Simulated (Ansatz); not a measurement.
**CH₃GaOS: up Jacob's ladder to CCSD(T)**

An exercise on one series of results from a longer session: the logs are not shown, and one member is left open.

Computed with Ansatz 0.2.0, Gaussian basis. Level: functionals in def2-TZVPP, the program's frozen cores in correlated methods.

Plan: LDA (SPW92), PBE-D4, revPBE-D4, BLYP-D4, r2SCAN-D4, B97M-V, PBE0-D4, B3LYP-D4, r2SCANh-D4, r2SCAN0-D4, HSE06-D4, BHLYP-D4, CAM-B3LYP-D4, LC-ωPBE, ωB97X-V, ωB97M-V, B2PLYP, PBE-QIDH; CCSD(T)/def2-SVP; CCSD(T)/def2-TZVPP; MP2/def2-QZVPP; extrapolation to the limit; RPA on PBE.

### The geometry

An earlier PBE0-D4 in a triple-zeta def2 set relaxation fixed the geometry.

7 atoms, charge 0, spin multiplicity 1.

Atoms are counted from 1 here; the program's logs count them from 0.

Bond lengths: S1–Ga2 2.309 Å, S1–H5 1.343 Å, C3–O4 1.202 Å, C3–H6 1.105 Å, C3–H7 1.103 Å. Angles: Ga2–S1–H5 91.2°, O4–C3–H6 121.5°, O4–C3–H7 121.0°, H6–C3–H7 117.4°.

Geometry (Å):

```xyz
7

S    -2.61171    0.43959   -1.35834
Ga   -0.75373    1.66396   -0.74060
C     1.37325   -0.35278    0.74235
O     0.28660   -0.48555    0.24598
H    -2.07786   -0.68285   -0.84848
H     1.88132    0.62800    0.76720
H     1.90213   -1.21037    1.19188
```

The first run:

Contents of in.yaml:

```yaml
crystal:
  periodic: [false, false, false]
  atoms:
    - {symbol: S, position_ang: [-2.611706, 0.439590, -1.358337]}
    - {symbol: Ga, position_ang: [-0.753727, 1.663963, -0.740599]}
    - {symbol: C, position_ang: [1.373252, -0.352777, 0.742354]}
    - {symbol: O, position_ang: [0.286598, -0.485550, 0.245984]}
    - {symbol: H, position_ang: [-2.077862, -0.682853, -0.848484]}
    - {symbol: H, position_ang: [1.881321, 0.627997, 0.767204]}
    - {symbol: H, position_ang: [1.902125, -1.210371, 1.191876]}
basis:
  gaussian: {orbitals: def2-TZVPP}
hamiltonian: {xc: lda}
output: {orbitals: {seedname: orbitals}}
```

Started as:

```bash
> ansatz run in.yaml --threads 2 --pin off --events-out ev --progress --plain --max-ram 4352MiB
```

Steps of the session up to this table: LDA; PBE-D4 (GGA); revPBE-D4 (GGA); BLYP-D4 (GGA); r2SCAN-D4 (meta-GGA); B97M-V (meta-GGA); B3LYP-D4 (hybrid); r2SCANh-D4 (hybrid); r2SCAN0-D4 (hybrid); HSE06-D4 (hybrid); BHLYP-D4 (hybrid); CAM-B3LYP-D4 (range-separated); LC-ωPBE (range-separated); ωB97X-V (range-separated); ωB97M-V (range-separated); B2PLYP (double hybrid); PBE-QIDH (double hybrid).

One of the session's tables, all rows but one given; the rest of the session is left out.

It belongs to the step «Orbital energies across the functionals». 

| functional | HOMO (eV) | LUMO (eV) | gap (eV) |
| --- | --- | --- | --- |
| LDA (SPW92) | -5.26 | -3.77 | 1.49 |
| PBE-D4 | -5.08 | -3.49 | 1.59 |
| revPBE-D4 | -5.01 | -3.39 | 1.62 |
| BLYP-D4 | -4.93 | -3.37 | 1.56 |
| r2SCAN-D4 | ? | ? | ? |
| B97M-V | -5.21 | -3.13 | 2.08 |
| PBE0-D4 | -6.00 | -2.25 | 3.75 |
| B3LYP-D4 | -5.84 | -2.55 | 3.29 |
| r2SCANh-D4 | -5.65 | -2.80 | 2.86 |
| r2SCAN0-D4 | -6.17 | -2.12 | 4.05 |
| HSE06-D4 | -5.61 | -2.65 | 2.97 |
| BHLYP-D4 | -6.80 | -0.97 | 5.83 |
| CAM-B3LYP-D4 | -7.19 | -1.02 | 6.18 |
| LC-ωPBE | -8.39 | 0.30 | 8.69 |
| ωB97X-V | -8.09 | 0.21 | 8.30 |
| ωB97M-V | -8.00 | 0.11 | 8.11 |

Estimate the missing values for r2SCAN-D4.

Worked estimate for «HOMO (eV)». Against the share of exact exchange, r2SCANh-D4 (0.1, -5.65), r2SCAN0-D4 (0.25, -6.17) give a slope of -3.47 per unit share; at 0 the line stands at -5.30.

**Answer.** HOMO (eV): -5.31; LUMO (eV): -3.26; gap (eV): 2.05. In «HOMO (eV)» the line misses by +0.01.
